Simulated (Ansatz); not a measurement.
# SnF4 (SMILES [F][Sn]([F])([F])[F]) at B3LYP/def2-SVP (core potential)

What is the vertical ionisation energy of SnF4 at B3LYP/def2-SVP (core potential)? 

Program for the calculation: Ansatz 0.2.0.

48 further runs of the same task are left out: 21 that didn't finish, 27 set aside as unsound or not needed. Runs told in other sessions of the task aren't counted.

### Step 1. The molecule

SnF4 has 5 atoms, charge 0, and is taken as a singlet. As SMILES, `[F][Sn]([F])([F])[F]`. The coordinates come from a PBE0-D4/def2-TZVP relaxation.

Bond lengths: F1–Sn2 1.876 Å, Sn2–F3 1.876 Å, Sn2–F4 1.876 Å, Sn2–F5 1.876 Å. Angles: F1–Sn2–F3 109.5°, F1–Sn2–F4 109.5°, F1–Sn2–F5 109.5°, F3–Sn2–F4 109.5°, F3–Sn2–F5 109.5°, F4–Sn2–F5 109.5°.

### Step 2. A single-point energy at B3LYP/def2-SVP (core potential)

in.yaml reads:

```yaml
basis:
  gaussian:
    orbitals: def2-SVP
crystal:
  periodic: [false, false, false]
  atoms:
    - {symbol: F, position_ang: [0.130300, -0.871400, 1.656700]}
    - {symbol: Sn, position_ang: [0.009900, -0.014700, -0.008300]}
    - {symbol: F, position_ang: [-1.285400, 1.340000, 0.078100]}
    - {symbol: F, position_ang: [-0.477600, -1.263800, -1.320800]}
    - {symbol: F, position_ang: [1.672500, 0.736200, -0.447200]}
hamiltonian:
  xc: {name: B3LYP}
accuracy: high
output: {orbitals: {seedname: orbitals}}
```

Launch:

```bash
$ ansatz run in.yaml --threads 1 --pin off --max-ram 3480MiB --events-out events.jsonl --progress --plain --runs-dir runs
```

What it wrote:

```text
Warning: RAYON_NUM_THREADS=1 ignored (pool sized by the plan → 1); use --threads N
Functional definition: B3LYP
  name "B3LYP"
  parameter a0 = 0.2
  parameter ax = 0.72
  parameter ac = 0.81
  exchange = (1 - a0 - ax)*slater_x + ax*b88_x + a0*exact_x
  correlation = (1 - ac)*vwn_rpa_c + ac*lyp_c
1743 factors; integrals over basis functions are off by at most 3.2e-9 eV
mean field evaluation 1: about -16686.8564 eV, gradient 6.6e1 eV
mean field evaluation 2: about -16671.3834 eV, gradient 1.2e2 eV
mean field evaluation 4: about -16693.9932 eV, gradient 8.4e-1 eV
mean field evaluation 8: about -16694.0684 eV, gradient 1.4e-2 eV
mean field evaluation 16: about -16694.0684 eV, gradient 1.0e-6 eV
mean field -16694.06843561 eV, -613.4956993625 hartree, gradient 8.7e-9 eV, S^2 0.000000; 0 other end points of the search recorded, 0 dependent functions left out
reference -16694.06847343 eV, -613.4957007524 hartree; 29, 29 occupied and 53, 53 virtual orbitals, 1743 factors
Total energy: -16694.06847343 eV, -613.4957007524 hartree
```

Wall time 7.8 s (1 thread of Arm Neoverse V1, shared host); peak memory 0.27 GiB.

### Step 3. The doublet cation at the same level

input.yaml reads:

```yaml
basis:
  gaussian:
    orbitals: def2-SVP
crystal:
  periodic: [false, false, false]
  atoms:
    - symbol: F
      position_ang: [0.130300, -0.871400, 1.656700]
    - symbol: Sn
      position_ang: [0.009900, -0.014700, -0.008300]
    - symbol: F
      position_ang: [-1.285400, 1.340000, 0.078100]
    - symbol: F
      position_ang: [-0.477600, -1.263800, -1.320800]
    - symbol: F
      position_ang: [1.672500, 0.736200, -0.447200]
magnetization:
  spin_polarized: true
  initial_magnetization: 1
accuracy: high
total_charge: 1
hamiltonian:
  xc: {name: B3LYP}
output: {orbitals: {seedname: orbitals}}
```

Launch:

```bash
$ ansatz run input.yaml --threads 1 --pin off --max-ram 3480MiB --events-out events.jsonl --progress --plain --runs-dir runs
```

What it wrote, cut to the lines that bear on the results:

```text
Warning: RAYON_NUM_THREADS=1 ignored (pool sized by the plan → 1); use --threads N
[... 2 set-up lines as earlier in the session ...]
[...]
1746 factors; integrals over basis functions are off by at most 3.2e-9 eV
[...]
mean field -16679.65155717 eV, -612.9658888522 hartree, gradient 7.8e-8 eV, S^2 0.755474; 16 other end points of the search recorded, 0 dependent functions left out
reference -16679.65159417 eV, -612.9658902118 hartree; 29, 28 occupied and 53, 54 virtual orbitals, 1746 factors
Total energy: -16679.65159417 eV, -612.9658902118 hartree
```

Wall time 2.1 min (1 thread of Arm Neoverse V1, shared host); peak memory 0.44 GiB.

### Step 4. What came out

At B3LYP/def2-SVP (core potential):

| quantity | value |
| --- | --- |
| singlet SnF4: total energy | -613.49570 Eh |
| singlet SnF4: HOMO energy | -11.67 eV |
| singlet SnF4: LUMO energy | -3.73 eV |
| singlet SnF4: HOMO–LUMO gap | 7.94 eV |
| doublet cation: total energy | -612.96589 Eh |
| doublet cation: HOMO energy (highest over α and β) | -18.35 eV |
| doublet cation: LUMO energy (lowest over α and β) | -17.17 eV |
| doublet cation: ⟨S²⟩ | 0.755 |
| vertical ionisation energy (to the doublet cation) | 14.417 eV |

The vertical ionisation energy comes to 14.42 eV (332 kcal/mol). The negative HOMO energy of the first species, 11.67 eV, lies 2.75 eV below that difference.
